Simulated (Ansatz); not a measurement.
# CH5CuO2: one species, many methods

Aim: compute CH5CuO2 with functionals from several rungs and with coupled cluster. The yardstick is the atomisation energy at the CCSD(T) limit.

Computed with Ansatz 0.2.0, Gaussian basis. Level: functionals in def2-TZVPP, the program's frozen cores in correlated methods.

Plan: LDA (SPW92), PBE-D4, revPBE-D4, BLYP-D4, r2SCAN-D4, B97M-V, PBE0-D4, B3LYP-D4, r2SCANh-D4, r2SCAN0-D4, HSE06-D4, BHLYP-D4, CAM-B3LYP-D4, LC-ωPBE, ωB97X-V, ωB97M-V, B2PLYP, PBE-QIDH; CCSD(T)/def2-SVP; CCSD(T)/def2-TZVPP; MP2/def2-QZVPP; extrapolation to the limit; RPA on PBE.

### Step 1. The relaxed structure

The geometry comes from an earlier relaxation with PBE0-D4 in a triple-zeta def2 set; it is a stationary point, not always the lowest conformer.

SMILES `C[O][Cu-][OH2+]`, 9 atoms, charge 0, spin multiplicity 1.

Atoms are counted from 1 here; the program's logs count them from 0.

Bond lengths: C1–O2 1.387 Å, C1–H5 1.102 Å, C1–H6 1.104 Å, C1–H7 1.104 Å, O2–Cu3 1.778 Å, Cu3–O4 1.938 Å, O4–H8 0.963 Å, O4–H9 0.963 Å. Angles: O2–C1–H5 109.3°, O2–C1–H6 113.8°, O2–C1–H7 113.8°, H5–C1–H6 106.4°, H5–C1–H7 106.4°, H6–C1–H7 106.6°, C1–O2–Cu3 122.4°, O2–Cu3–O4 175.8°, Cu3–O4–H8 113.3°, Cu3–O4–H9 113.3°, H8–O4–H9 107.0°.

Geometry (Å):

```
C    -0.3599    1.9285    0.1466
O    -0.2579    0.8900   -0.7669
Cu    0.1200   -0.7773   -0.2766
O     0.5238   -2.6304    0.1197
H    -0.6020    2.8607   -0.3879
H    -1.1552    1.7837    0.8982
H     0.5717    2.1221    0.7061
H    -0.1764   -3.2373   -0.1434
H     1.3358   -2.9401   -0.2957
```

### Step 2. LDA

This LDA is Slater exchange with PW92 correlation.

in.yaml

```yaml
crystal:
  periodic: [false, false, false]
  atoms:
    - {symbol: C, position_ang: [-0.359864, 1.928507, 0.146645]}
    - {symbol: O, position_ang: [-0.257895, 0.889974, -0.766883]}
    - {symbol: Cu, position_ang: [0.120007, -0.777252, -0.276647]}
    - {symbol: O, position_ang: [0.523809, -2.630359, 0.119660]}
    - {symbol: H, position_ang: [-0.602002, 2.860705, -0.387941]}
    - {symbol: H, position_ang: [-1.155232, 1.783729, 0.898159]}
    - {symbol: H, position_ang: [0.571742, 2.122084, 0.706111]}
    - {symbol: H, position_ang: [-0.176414, -3.237261, -0.143449]}
    - {symbol: H, position_ang: [1.335848, -2.940128, -0.295656]}
basis:
  gaussian: {orbitals: def2-TZVPP}
hamiltonian: {xc: lda}
output: {orbitals: {seedname: orbitals}}
```

On the command line:

```sh
$ ansatz run in.yaml --threads 4 --pin off --events-out ev --progress --plain --max-ram 10444MiB
```

The runs that follow: PBE-D4 (GGA); revPBE-D4 (GGA); BLYP-D4 (GGA); r2SCAN-D4 (meta-GGA); B97M-V (meta-GGA); B3LYP-D4 (hybrid); r2SCANh-D4 (hybrid); r2SCAN0-D4 (hybrid); HSE06-D4 (hybrid); BHLYP-D4 (hybrid); CAM-B3LYP-D4 (range-separated); LC-ωPBE (range-separated); ωB97X-V (range-separated); ωB97M-V (range-separated); B2PLYP (double hybrid); PBE-QIDH (double hybrid); CCSD(T) in def2-SVP; CCSD(T) in def2-TZVPP; MP2 in def2-QZVPP; RPA on PBE orbitals.

Q: Predict the results of all the runs planned. Wanted: atomisation energy, CCSD(T)/CBS; farthest beyond LDA; mean size of error, GGA; mean size of error, meta-GGA; mean size of error, hybrid; mean size of error, range-separated; mean size of error, double hybrid; gap, smallest and largest; T1 diagnostic.

As calculated:

| quantity | value |
| --- | --- |
| atomisation energy, CCSD(T)/CBS | 723.3 kcal/mol |
| functionals within 3.6 kcal/mol (0.5 %) | BLYP-D4, r2SCAN-D4, CAM-B3LYP-D4, ωB97M-V |
| farthest beyond LDA | BHLYP-D4 (-41.9 kcal/mol) |
| mean size of error, GGA | 8.3 kcal/mol |
| mean size of error, meta-GGA | 2.8 kcal/mol |
| mean size of error, hybrid | 18.0 kcal/mol |
| mean size of error, range-separated | 4.7 kcal/mol |
| mean size of error, double hybrid | 14.5 kcal/mol |
| gap, smallest and largest | 2.02 eV (BLYP-D4), 9.09 eV (LC-ωPBE) |
| T1 diagnostic | 0.0249 |
| triples share of the correlation energy | 3.9 % |

**Reading.** LDA overbinds by 118.1 kcal/mol (16 %). PBE-D4 is off by +11.3 kcal/mol. Double hybrids carry the basis error of their MP2 part in triple zeta, and no dispersion term here, so their miss is partly the set-up's. By mean error the best rung here is meta-GGA (2.8 kcal/mol) and the worst beyond LDA is hybrid (18.0 kcal/mol). double hybrid functionals lie within the reference's doubt of that worst mean (14.5 kcal/mol), so those two tie. The mean of the hybrids holds BHLYP, with half exact exchange. The reference freezes the cores and leaves out relativity and excitations past (T), so misses under about 3.6 kcal/mol can't be ranked. Hartree-Fock recovers 66 % of the binding; the rest is correlation. CCSD(T) in def2-SVP is off by -44.7 kcal/mol, which most functionals beat. Orbital gaps span 2.0 to 9.1 eV; exact exchange widens them. T1 = 0.025 passes the customary mark of 0.02 by a little. For Cu the d shell is correlated and the shells below it are frozen.
